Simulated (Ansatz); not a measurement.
**H2Br (doublet): the correlation ladder at distance H1–H2 along a hydrogen transfer = 1.090 Å, 6-31G**

How much of the correlation energy of H2Br (doublet) does each wave-function method recover here?

Computed with Ansatz 0.2.0, Gaussian basis. Level: 6-31G, core rule «outside noble gas», up to 14 orbitals frozen.

Plan: UHF; CCSD(T) on ROHF; CCSD(T) on UHF; BCCD(T) on ROHF; CISD; CCSDT(Q) on ROHF; CCSDT(Q) on UHF; CASSCF and MRCISD+Q, 3 electrons in 3 orbitals; CASSCF and NEVPT2, 3 electrons in 3 orbitals; CASSCF and MRCISD+Q, 9 electrons in 6 orbitals; CASSCF and NEVPT4(SD), 9 electrons in 6 orbitals; CASSCF and NEVPT2, 9 electrons in 6 orbitals; Full CI.

8 further runs of the same task are left out: 8 that didn't finish.

## Step 1: The geometry

The geometry derives from fragments relaxed apart (PBE0/def2-TZVP) and kept rigid, so it is no stationary point. A hydrogen atom is moved between rigid fragments. No spin-orbit coupling is included. The filled d shell of Br may be among the frozen orbitals whatever the setting's name suggests; the logs give the count.

3 atoms, charge 0, spin multiplicity 2.

Atoms are counted from 1 here; the program's logs count them from 0.

Bond lengths: H2–Br3 1.789 Å.

## Step 2: UHF

File in.yaml:

```yaml
crystal:
  periodic: [false, false, false]
  atoms:
    - {symbol: H, position_ang: [0.000000, 0.000000, -1.323000]}
    - {symbol: H, position_ang: [0.000000, 0.000000, -0.233000]}
    - {symbol: Br, position_ang: [0.000000, 0.000000, 1.556000]}
basis:
  gaussian: {orbitals: 6-31G}
magnetization: {spin_polarized: true, initial_magnetization: 1}
hamiltonian: {xc: hf}
output: {orbitals: {seedname: orbitals}}
```

Command:

```bash
$ ansatz run in.yaml --threads 1 --pin off --events-out ev --progress --plain --max-ram 2393MiB
```

Further steps of the session: CCSD(T) on ROHF; CCSD(T) on UHF; BCCD(T) on ROHF; CISD; CCSDT(Q) on ROHF; CCSDT(Q) on UHF; CASSCF and MRCISD+Q, 3 electrons in 3 orbitals; CASSCF and NEVPT2, 3 electrons in 3 orbitals; CASSCF and MRCISD+Q, 9 electrons in 6 orbitals; CASSCF and NEVPT4(SD), 9 electrons in 6 orbitals; CASSCF and NEVPT2, 9 electrons in 6 orbitals; Full CI.

Before running them: what should the planned runs give, taken together? Wanted: FCI below the RHF energy; RMP2 from FCI; UMP2 from FCI; RCCSD from FCI; RCCSD(T) from FCI; UCCSD(T) from FCI; RCCSDT(Q) from FCI; UCCSDT(Q) from FCI; NEVPT2 pair from FCI.

**Answer**, as computed:

| quantity | value |
| --- | --- |
| FCI below the RHF energy | -2.1187 eV |
| RMP2 from FCI | +51.5 kJ/mol |
| UMP2 from FCI | +48.4 kJ/mol |
| RCCSD from FCI | +2.5 kJ/mol |
| RCCSD(T) from FCI | +0.5 kJ/mol |
| UCCSD(T) from FCI | +0.5 kJ/mol |
| RCCSDT(Q) from FCI | 0.0 kJ/mol |
| UCCSDT(Q) from FCI | 0.0 kJ/mol |
| NEVPT2 pair from FCI | +17.6 kJ/mol |
| MRCISD+Q pair from FCI | +1.5 kJ/mol |
| NEVPT2 valence from FCI | +26.0 kJ/mol |
| levels within 1 kcal/mol (43 meV) | RCCSD, UCCSD, RCCSD(T), UCCSD(T), BCCD(T), RCCSDT, UCCSDT, RCCSDT(Q), UCCSDT(Q), MRCISD pair, MRCISD+Q pair, MRCISD valence, MRCISD+Q valence |
| T1 diagnostic | 0.031 |
| effectively unpaired electrons | 1.03 |

What this shows: RCCSD(T) lands +0.5 kJ/mol from the yardstick (0.2 % of the correlation energy). One determinant dominates. Of the multireference levels listed MRCISD+Q valence comes nearest in total energy (+1.4 kJ/mol), which doesn't show that its space is the better one. These misses are within one basis, not against nature; the frozen cores of restricted and unrestricted runs differ, which can shift their rows.
